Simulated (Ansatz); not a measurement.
**C6H11GeNSi: basis-set convergence**

The task here is to estimate one member of a computed series from the others.

Program: Ansatz 0.2.0, Gaussian basis. Level of theory: one geometry, several basis sets. These are calculated values, not measurements.

The runs, in order: PBE0-D4/def2-SVP; ωB97M-V/def2-SVP; PBE0-D4/def2-QZVPP; ωB97M-V/def2-QZVPP; the functionals' def2-TZVPP values are taken from earlier runs.

### The geometry

The geometry comes from an earlier relaxation with PBE0-D4 in a triple-zeta def2 set; it is a stationary point, not always the lowest conformer.

SMILES `[SiH3][N]([GeH3])c1ccccc1`, 20 atoms, charge 0, spin multiplicity 1.

Atoms are counted from 1 here; the program's logs count them from 0.

Bond lengths: Si1–N2 1.737 Å, Si1–H10 1.490 Å, Si1–H11 1.483 Å, Si1–H12 1.486 Å, N2–Ge3 1.860 Å, N2–C4 1.401 Å, Ge3–H13 1.532 Å, Ge3–H14 1.536 Å, Ge3–H15 1.539 Å, C4–C5 1.399 Å, C4–C9 1.398 Å, C5–C6 1.384 Å, C5–H16 1.085 Å, C6–C7 1.386 Å, C6–H17 1.084 Å, C7–C8 1.386 Å, C7–H18 1.083 Å, C8–C9 1.384 Å and more. Angles: N2–Si1–H10 113.1°, N2–Si1–H11 106.7°, N2–Si1–H12 110.4°, H10–Si1–H11 108.5°, H10–Si1–H12 107.9°, H11–Si1–H12 110.2°, Si1–N2–Ge3 120.8°, Si1–N2–C4 120.2°, Ge3–N2–C4 118.9°, N2–Ge3–H13 106.1°, N2–Ge3–H14 108.3°, N2–Ge3–H15 110.7°, H13–Ge3–H14 111.7°, H13–Ge3–H15 110.2°, H14–Ge3–H15 109.8°, N2–C4–C5 120.7°, N2–C4–C9 121.6°, C5–C4–C9 117.6° and more.

The first run:

The input, in.yaml:

```yaml
crystal:
  periodic: [false, false, false]
  atoms:
    - {symbol: Si, position_ang: [-1.259841, -1.452749, 1.760541]}
    - {symbol: N, position_ang: [-0.905625, -0.011693, 0.856966]}
    - {symbol: Ge, position_ang: [-1.838107, 1.565370, 1.174961]}
    - {symbol: C, position_ang: [0.110321, -0.015718, -0.107499]}
    - {symbol: C, position_ang: [1.085141, -1.019190, -0.114949]}
    - {symbol: C, position_ang: [2.084017, -1.036744, -1.072468]}
    - {symbol: C, position_ang: [2.150031, -0.051695, -2.045820]}
    - {symbol: C, position_ang: [1.193213, 0.951007, -2.046144]}
    - {symbol: C, position_ang: [0.186276, 0.969528, -1.096397]}
    - {symbol: H, position_ang: [-0.204613, -1.793395, 2.755662]}
    - {symbol: H, position_ang: [-2.527948, -1.200803, 2.486806]}
    - {symbol: H, position_ang: [-1.414120, -2.613059, 0.844792]}
    - {symbol: H, position_ang: [-2.629855, 1.338603, 2.466506]}
    - {symbol: H, position_ang: [-0.820231, 2.705324, 1.326668]}
    - {symbol: H, position_ang: [-2.796038, 1.874565, 0.010183]}
    - {symbol: H, position_ang: [1.076616, -1.789303, 0.649549]}
    - {symbol: H, position_ang: [2.824027, -1.828762, -1.048811]}
    - {symbol: H, position_ang: [2.935060, -0.065162, -2.791845]}
    - {symbol: H, position_ang: [1.221723, 1.729647, -2.800098]}
    - {symbol: H, position_ang: [-0.561744, 1.753529, -1.142505]}
basis:
  gaussian: {orbitals: def2-SVP}
hamiltonian: {xc: pbe0, dispersion: d4}
output: {orbitals: {seedname: orbitals}}
```

On the command line:

```sh
> ansatz run in.yaml --threads 4 --pin off --events-out ev --progress --plain --max-ram 46080MiB --backend cpu
```

Among the steps run: PBE0-D4 in def2-SVP; ωB97M-V in def2-SVP; PBE0-D4 in def2-QZVPP; ωB97M-V in def2-QZVPP.

One table of the session follows, with a row left open; its other results are not shown here.

It belongs to the step «Density functionals: the series». 

| functional | basis | HOMO (eV) | LUMO (eV) |
| --- | --- | --- | --- |
| PBE0-D4 | def2-SVP | ? | ? |
| PBE0-D4 | def2-TZVPP | -6.19 | -0.29 |
| PBE0-D4 | def2-QZVPP | -6.20 | -0.33 |
| ωB97M-V | def2-SVP | -8.16 | 1.95 |
| ωB97M-V | def2-TZVPP | -8.22 | 1.68 |
| ωB97M-V | def2-QZVPP | -8.23 | 1.43 |

Q: Estimate the row for PBE0-D4, def2-SVP from the others.

As computed: HOMO (eV): -6.15; LUMO (eV): -0.11. In the column «HOMO (eV)» it is the highest.
